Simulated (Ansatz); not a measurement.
# Be5Pd: the cost of one run

Method: DFT r2SCAN, scalar-relativistic, plane waves, PAW, in Ansatz 0.2.0.

**1. The starting structure**

It takes space group F-43m (No. 216, cubic). The conventional cell has a = 5.976 Å, b = 5.976 Å, c = 5.976 Å, α = 90.00°, β = 90.00°, γ = 90.00°. Be (site symmetry -43m) is surrounded by 12 Be at 2.48 Å and 4 Pd at 2.59 Å. Be (site symmetry 3m) is surrounded by 6 Be at 2.11 to 2.12 Å. Around Pd (site symmetry -43m) lie 16 Be at 2.48 to 2.59 Å.

Structure file:

```
Be Pd
1.0
     0.00000    2.98792    2.98792
     2.98792    0.00000    2.98792
     2.98792    2.98792    0.00000
Be Pd
5 1
Direct
  0.25000 0.25000 0.25000
  0.62461 0.62461 0.62461
  0.12616 0.62461 0.62461
  0.62461 0.12616 0.62461
  0.62461 0.62461 0.12616
  0.00000 0.00000 0.00000
```

This is candidate A: structure listed in a database for this formula (F-43m, No. 216).

(A quick probe on a coarse mesh, which set the mesh and smearing, is not shown.)

**3. The relaxation (candidate A)**

File input.yaml:

```yaml
crystal:
  lattice:
    - [0.0, 2.9879166363, 2.9879166363]
    - [2.9879166363, 0.0, 2.9879166363]
    - [2.9879166363, 2.9879166363, 0.0]
  atoms:
    - { symbol: Be, position: [0.25, 0.25, 0.25] }
    - { symbol: Be, position: [0.62461445, 0.62461445, 0.62461445] }
    - { symbol: Be, position: [0.12615665, 0.62461445, 0.62461445] }
    - { symbol: Be, position: [0.62461445, 0.12615665, 0.62461445] }
    - { symbol: Be, position: [0.62461445, 0.62461445, 0.12615665] }
    - { symbol: Pd, position: [0.0, 0.0, 0.0] }
basis:
  ecutwfc: 500
kpoints:
  mp_grid: { grid: [12, 12, 12] }
hamiltonian:
  xc: r2scan
scf:
  occupations: { method: gaussian, width: 0.1 }
output:
  forces: true
  stress: true
  eigenvalues: true
relax:
  adjacent_minimum: "off"
  f_tol: 0.01
  max_steps: 80
  cell: { stress_tol: 0.05 }
```

Command:

```
ansatz run input.yaml --threads 1 --pin off --max-ram 2560MiB --backend cpu --events-out ev --progress --plain --runs-dir out
```

**Question.** How long does this run take on 1 thread of Arm Neoverse V1, shared host, and how much memory does it need?

About 72 s, with a peak of 0.53 GiB.
